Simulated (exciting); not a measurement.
The system is TcRh.

```
CELL_PARAMETERS angstrom
2.72206 0.00000 0.00000
-1.36103 2.35737 0.00000
0.00000 0.00000 4.33113
ATOMIC_POSITIONS crystal
Rh 0.00000 0.00000 0.50000
Tc 0.66667 0.33333 0.00000
```

The cell comes from a database or a generator and needn't be the stable form of this composition.

| Property | Result |
| --- | --- |
| Program | exciting (release sodium) |
| Task | single point |
| Functional | PBEsol |
| Potentials or basis | all-electron LAPW+lo, shipped species files, valence relativity iora* |
| rgkmax | 9 |
| k mesh | 11 × 11 × 6 |
| Occupations | fermi-dirac, width 0.05 eV |
| Spin | no spin polarisation |
| gmaxvr (cutoff of density and potential) | 14 1/bohr |
| lmaxapw (and lmaxmat) | 10 |
| lmaxvr | 8 |
| nempty | 18 |
| Valence relativity | iora* |
| epsengy | 1e-05 Ha |
| epspot | 1e-05 Ha |
| maxscl | 60 |
| Muffin-tin radii | Rh 2.3, Tc 2.3 bohr |

On this cell: largest force under 0.003 eV/Å; band gap on the k mesh none (metal or under the smearing width).

The same run follows on a disturbed copy (atoms moved at random, drawn with an rms of 0.05 Å):

```
Rh Tc
1.0
     2.72206    0.00000    0.00000
    -1.36103    2.35737    0.00000
     0.00000    0.00000    4.33113
Rh Tc
1 1
Cartesian
  -0.0181 -0.0667 2.1525
  1.3257 0.7692 -0.0354
```

Problem. What changes?

Solution. The energy (extrapolated to zero smearing) moves by +5.0 meV/atom; largest force 0.376 eV/Å; band gap on the k mesh none (metal or under the smearing width).

Forces in eV/Å, atoms in the order of the input:
```
Rh  -0.099  0.274 -0.238
Tc   0.099 -0.274  0.238
```

Caveats: the free energy is that total less TS from the occupations.
